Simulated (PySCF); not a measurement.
# MP2/def2-SVPD (core potential) run of C3H4FIn (SMILES C#[C][In]([CH3])[F])

What is the vertical ionisation energy of C3H4FIn at MP2/def2-SVPD (core potential)? The job is set up through a Python script.

The results are computed with PySCF 2.14.0.

### Step 1. The structure to begin with

C3H4FIn has 9 atoms, charge 0, and is taken as a singlet. As SMILES, `C#[C][In]([CH3])[F]`. The shape comes from GFN2-xTB, which is rough for such elements, and wasn't checked as a minimum.

Bond lengths: C1–C2 1.203 Å, C2–In3 2.151 Å, In3–C4 2.221 Å, In3–F5 1.974 Å, C1–H6 1.056 Å, C4–H7 1.085 Å, C4–H8 1.086 Å, C4–H9 1.087 Å. Some angles: C1–C2–In3 176.3°, C2–In3–C4 143.6°, C2–In3–F5 108.6°, C4–In3–F5 107.8°, C2–C1–H6 179.1°, In3–C4–H7 110.8°, In3–C4–H8 108.5°, In3–C4–H9 103.9°, H7–C4–H8 110.9°, H7–C4–H9 111.7°.

### Step 2. The energy at MP2/def2-SVPD (core potential)

run.py reads:

```python
# C#[C][In]([CH3])[F]
from pyscf import gto, scf, mp

mol = gto.M(
    atom='''
C     -2.281970     1.789300     1.457950
C     -1.433500     1.199270     0.841810
In     0.069600     0.239130    -0.360800
C      1.422820    -1.518870    -0.461950
F      0.348780     1.310680    -1.995500
H     -3.027270     2.295460     2.009450
H      0.937800    -2.401530    -0.057890
H      2.329640    -1.287610     0.089730
H      1.634100    -1.625810    -1.522790
''',
    charge=0,
    spin=0,
    verbose=3,
    basis='def2-svpd',
    ecp={'In': 'def2-svp'},
    max_memory=1860,
)

mf = scf.RHF(mol)
mf.conv_tol = 1e-10
mf.kernel()
if not mf.converged:
    mf = mf.newton().run(mf.mo_coeff, mf.mo_occ)

pt = mp.MP2(mf, frozen=8).run()
etot = pt.e_tot
print(f'total energy: {etot:.8f} hartree')
```

On the command line:

```console
$ OMP_NUM_THREADS=1 python run.py
```

What it wrote:

```text
converged SCF energy = -404.380962294869
E(RMP2) = -405.086497758232  E_corr = -0.70553546336288
E(SCS-RMP2) = -405.06984992764  E_corr = -0.688887632770774
total energy: -405.08649776 hartree
```

Wall time 9.6 s (1 thread of Arm Neoverse V2, shared host); peak memory 0.77 GiB.

### Step 3. The doublet cation

job.py reads:

```python
from pyscf import gto, mp

molecule = gto.M(
    atom=[
    ('C', (-2.281970, 1.789300, 1.457950)),
    ('C', (-1.433500, 1.199270, 0.841810)),
    ('In', (0.069600, 0.239130, -0.360800)),
    ('C', (1.422820, -1.518870, -0.461950)),
    ('F', (0.348780, 1.310680, -1.995500)),
    ('H', (-3.027270, 2.295460, 2.009450)),
    ('H', (0.937800, -2.401530, -0.057890)),
    ('H', (2.329640, -1.287610, 0.089730)),
    ('H', (1.634100, -1.625810, -1.522790)),
],
    basis='def2-svpd',
    max_memory=1860,
    charge=1,
    verbose=4,
    ecp={'In': 'def2-svp'},
    spin=1,
)

mf = molecule.UHF()
mf.conv_tol = 1e-10
mf.kernel()
if not mf.converged:
    mf = mf.newton().run(mf.mo_coeff, mf.mo_occ)

pt = mp.MP2(mf, frozen=8).run()
e_tot = pt.e_tot
print('Final energy', e_tot)
```

On the command line:

```console
$ OMP_NUM_THREADS=1 python job.py
```

What it wrote:

```text
PySCF version 2.14.0

[INPUT] num. atoms = 9
[INPUT] num. electrons = 51
[INPUT] charge = 1
[INPUT] spin (= nelec alpha-beta = 2S) = 1
[INPUT] symmetry False subgroup None
[INPUT] Mole.unit = angstrom
[INPUT] Symbol           X                Y                Z      unit          X                Y                Z       unit  Magmom
[INPUT]  1 C     -2.281970000000   1.789300000000   1.457950000000 AA   -4.312298324474   3.381286954684   2.755126203310 Bohr   0.0
[INPUT]  2 C     -1.433500000000   1.199270000000   0.841810000000 AA   -2.708922399564   2.266291849407   1.590790348920 Bohr   0.0
[INPUT]  3 In     0.069600000000   0.239130000000  -0.360800000000 AA    0.131524938270   0.451890208167  -0.681813185743 Bohr   0.0
[INPUT]  4 C      1.422820000000  -1.518870000000  -0.461950000000 AA    2.688740124554  -2.870248318818  -0.872958983243 Bohr   0.0
[INPUT]  5 F      0.348780000000   1.310680000000  -1.995500000000 AA    0.659098677726   2.476826236945  -3.770948481570 Bohr   0.0
[INPUT]  6 H     -3.027270000000   2.295460000000   2.009450000000 AA   -5.720711205112   4.337790729894   3.797310161007 Bohr   0.0
[INPUT]  7 H      0.937800000000  -2.401530000000  -0.057890000000 AA    1.772185159617  -4.538233979927  -0.109396245351 Bohr   0.0
[INPUT]  8 H      2.329640000000  -1.287610000000   0.089730000000 AA    4.402381568832  -2.433230255251   0.169565125157 Bohr   0.0
[INPUT]  9 H      1.634100000000  -1.625810000000  -1.522790000000 AA    3.088001460152  -3.072335630579  -2.877656045226 Bohr   0.0

nuclear repulsion = 216.942878706959
number of shells = 61
number of NR pGTOs = 230
number of NR cGTOs = 147
basis = def2-svpd
ecp = {'In': 'def2-svp'}

[... 143 lines left out ...]
[... the frontier-level lines of each cycle are left out ...]
cycle= 32 E= -404.039115282018  delta_E= -3.83e-10  |g|= 3.21e-06  |ddm|= 4.95e-05
cycle= 33 E= -404.039115282454  delta_E= -4.37e-10  |g|= 3.04e-06  |ddm|= 5.75e-05
cycle= 34 E= -404.039115283272  delta_E= -8.18e-10  |g|= 2.61e-06  |ddm|= 0.000121
cycle= 35 E= -404.039115284431  delta_E= -1.16e-09  |g|= 1.77e-06  |ddm|= 0.000238
cycle= 36 E= -404.039115284827  delta_E= -3.96e-10  |g|= 1.32e-06  |ddm|= 0.000143
cycle= 37 E= -404.03911528495  delta_E= -1.24e-10  |g|= 1.04e-06  |ddm|= 7.06e-05
cycle= 38 E= -404.039115284994  delta_E= -4.42e-11  |g|= 8.1e-07  |ddm|= 3.81e-05
Extra cycle  E= -404.039115284999  delta_E= -4.77e-12  |g|= 7.2e-07  |ddm|= 2.9e-06
converged SCF energy = -404.039115284999  <S^2> = 0.75572043  2S+1 = 2.0057123

******** <class 'pyscf.mp.ump2.UMP2'> ********
nocc = (np.int64(18), np.int64(17)), nmo = (139, 139)
frozen orbitals 8
E(UMP2) = -404.684431716784  E_corr = -0.645316431784509
E(SCS-UMP2) = -404.672336939663  E_corr = -0.633221654664307
E_corr(same-spin) = -0.162874688627427
E_corr(oppo-spin) = -0.482441743157082
Final energy -404.68443171678365
```

Wall time 48 s (1 thread of Arm Neoverse V2, shared host); peak memory 1 GiB.

### Step 4. What came out

At MP2/def2-SVPD (core potential), 8 core orbitals frozen:

```
                                                                  quantity          value
                                             singlet C3H4FIn: total energy  -405.08650 Eh
                     singlet C3H4FIn: dipole moment (Hartree–Fock density)         3.86 D
                      singlet C3H4FIn: HOMO energy (Hartree–Fock orbitals)      -10.97 eV
                      singlet C3H4FIn: LUMO energy (Hartree–Fock orbitals)        0.95 eV
                    singlet C3H4FIn: HOMO–LUMO gap (Hartree–Fock orbitals)       11.92 eV
              singlet C3H4FIn: correlation energy (8 core orbitals frozen)     -705.5 mEh
                                              doublet cation: total energy  -404.68443 Eh
doublet cation: HOMO energy (Hartree–Fock orbitals) (highest over α and β)      -15.48 eV
 doublet cation: LUMO energy (Hartree–Fock orbitals) (lowest over α and β)       -7.80 eV
               doublet cation: correlation energy (8 core orbitals frozen)     -645.3 mEh
                         doublet cation: ⟨S²⟩ of the reference determinant          0.756
                        vertical ionisation energy (to the doublet cation)      10.941 eV
```

Removing an electron at fixed nuclei costs 10.94 eV (252 kcal/mol). Mulliken charges (doublet cation) of the mean-field density run from -1.06 on C1 to +1.59 on C2; in a basis this large or diffuse they mean little.
